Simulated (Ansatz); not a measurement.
Below is the output of a Python script on Ansatz 0.2.0, Python API that makes a geometry optimisation of BH₅SSi₂, SMILES SB1[SiH2][SiH2]1. Write a script that gives it. Level of theory: r2SCAN, cc-pVDZ basis, multiplicity 1.

```yaml
atoms:
  - { symbol: S, position_ang: [-1.8160, 1.2402, -1.4832] }
  - { symbol: B, position_ang: [-0.6129, 0.4441, -0.3738] }
  - { symbol: Si, position_ang: [1.2050, 0.4060, 0.4222] }
  - { symbol: Si, position_ang: [-0.0655, -1.0481, 0.8802] }
  - { symbol: H, position_ang: [-1.4337, 0.5335, -2.6272] }
  - { symbol: H, position_ang: [1.4089, 1.5122, 1.4044] }
  - { symbol: H, position_ang: [2.2757, 0.0981, -0.5819] }
  - { symbol: H, position_ang: [-0.8393, -0.9161, 2.1426] }
  - { symbol: H, position_ang: [-0.0336, -2.3162, 0.1996] }
```

`python opt_bh5ssi2.py` gives:
```text
ansatz_job: step   1  E = -27342.157151 eV  max force 5.4194 eV/A
ansatz_job: step   2  E = -27343.398132 eV  max force 0.5026 eV/A
ansatz_job: step   3  E = -27343.469437 eV  max force 0.3685 eV/A
ansatz_job: step   4  E = -27343.609074 eV  max force 0.9396 eV/A
ansatz_job: step   5  E = -27343.789397 eV  max force 1.9728 eV/A
ansatz_job: step   6  E = -27344.049710 eV  max force 2.2030 eV/A
ansatz_job: step   7  E = -27344.213974 eV  max force 0.8941 eV/A
ansatz_job: step   8  E = -27344.347551 eV  max force 1.4340 eV/A
ansatz_job: step   9  E = -27344.415442 eV  max force 0.6172 eV/A
ansatz_job: step  10  E = -27344.444695 eV  max force 0.1054 eV/A
ansatz_job: step  11  E = -27344.449002 eV  max force 0.2185 eV/A
ansatz_job: step  12  E = -27344.462511 eV  max force 0.4301 eV/A
ansatz_job: step  13  E = -27344.476522 eV  max force 0.3482 eV/A
ansatz_job: step  14  E = -27344.494936 eV  max force 0.2651 eV/A
ansatz_job: step  15  E = -27344.507905 eV  max force 0.2758 eV/A
ansatz_job: step  16  E = -27344.526837 eV  max force 0.2833 eV/A
ansatz_job: step  17  E = -27344.536433 eV  max force 0.1892 eV/A
ansatz_job: step  18  E = -27344.538501 eV  max force 0.1611 eV/A
ansatz_job: step  19  E = -27344.541202 eV  max force 0.0469 eV/A
ansatz_job: step  20  E = -27344.541556 eV  max force 0.0132 eV/A
ansatz_job: step  21  E = -27344.541518 eV  max force 0.0175 eV/A
ansatz_job: step  22  E = -27344.541630 eV  max force 0.0150 eV/A
ansatz_job: step  23  E = -27344.541673 eV  max force 0.0047 eV/A
ansatz_job: converged              True
ansatz_job: free_energy_ev         -27344.541683666244
ansatz_job: reference_energy_ev    -27344.541683666244
ansatz_job: n_frozen               0
ansatz_job: n_occupied             [27, 27]
ansatz_job: n_virtual              [66, 66]
ansatz_job: bond        before    after (A)
S0-B1        1.8199   1.7788
S0-H4        1.3980   1.3639
B1-Si2       1.9849   1.9677
B1-Si3       2.0246   1.9614
Si2-Si3      1.9845   2.4141
Si2-H5       1.4933   1.4948
Si2-H6       1.4998   1.4970
Si3-H7       1.4866   1.4947
Si3-H8       1.4396   1.4980
ansatz_job: angle B1-S0-H4: 100.33 deg
ansatz_job: angle S0-B1-Si2: 128.10 deg
ansatz_job: angle S0-B1-Si3: 135.66 deg
ansatz_job: angle Si2-B1-Si3: 75.82 deg
ansatz_job: angle B1-Si2-Si3: 51.97 deg
ansatz_job: angle B1-Si2-H5: 120.49 deg
ansatz_job: angle B1-Si2-H6: 123.83 deg
ansatz_job: angle Si3-Si2-H5: 100.79 deg
```

One script that gives this output:

The script, `opt_bh5ssi2.py`:
```python
'''Relax the BH5SSi2 molecule.'''

import logging
import sys

import ansatz as az
from ase import Atoms
import numpy as np

logging.basicConfig(stream=sys.stdout, format='%(name)s: %(message)s')
log = logging.getLogger('ansatz_job')
log.setLevel(logging.INFO)

atoms = Atoms(['S', 'B', 'Si', 'Si', 'H', 'H', 'H', 'H', 'H'], positions=[
    [-1.816, 1.2402, -1.4832],
    [-0.6129, 0.4441, -0.3738],
    [1.205, 0.406, 0.4222],
    [-0.0655, -1.0481, 0.8802],
    [-1.4337, 0.5335, -2.6272],
    [1.4089, 1.5122, 1.4044],
    [2.2757, 0.0981, -0.5819],
    [-0.8393, -0.9161, 2.1426],
    [-0.0336, -2.3162, 0.1996],
])
geometry = az.Crystal.molecule_from_ase(atoms)

calculation = (
    geometry.calculation()
    .basis(gaussian='cc-pVDZ')
    .functional('r2scan')
)
symbols = [site.symbol for site in geometry.cartesian_sites]
start = np.array([site.position_ang for site in geometry.cartesian_sites], dtype=float)
def progress(event):
    if event['event'] == 'relax_step':
        row = event['data']
        log.info(f'step {row["step"]:3d}  E = {row["lagrangian_ev"]:.6f} eV  max force {row["allowed_force_max_ev_ang"]:.4f} eV/A')


rep = calculation.relax(force_tolerance=0.01, max_steps=100).session().plan().execute(on_event=progress).report
end = np.array(rep['positions_ang'])

for key in ('converged', 'free_energy_ev', 'reference_energy_ev', 'n_frozen', 'n_occupied', 'n_virtual'):
    log.info(f'{key:22s} {rep[key]}')

log.info('bond        before    after (A)')
for i, j in [(0, 1), (0, 4), (1, 2), (1, 3), (2, 3), (2, 5), (2, 6), (3, 7), (3, 8)]:
    d0, d1 = (np.linalg.norm(xyz[i] - xyz[j]) for xyz in (start, end))
    print(f'{symbols[i]}{i}-{symbols[j]}{j}'.ljust(10), f'{d0:8.4f} {d1:8.4f}')
for i, j, k in [(1, 0, 4), (0, 1, 2), (0, 1, 3), (2, 1, 3), (1, 2, 3), (1, 2, 5), (1, 2, 6), (3, 2, 5)]:
    u, v = end[i] - end[j], end[k] - end[j]
    log.info(f'angle {symbols[i]}{i}-{symbols[j]}{j}-{symbols[k]}{k}: {np.degrees(np.arccos(np.clip(u @ v / np.linalg.norm(u) / np.linalg.norm(v), -1, 1))):.2f} deg')
```

Caveats:
- Total energies depend on the basis set; only differences at equal settings carry meaning.
- The end point is the stationary point reached from this start; no frequency run checks that it is a minimum, and the basis set is modest.
- Wall time of the script: 2.9 min on 1 thread of Arm Neoverse V2, with other jobs on the host, peak memory 0.24 GiB.

(Lines on the test bed's own set-up are left out of the output.)
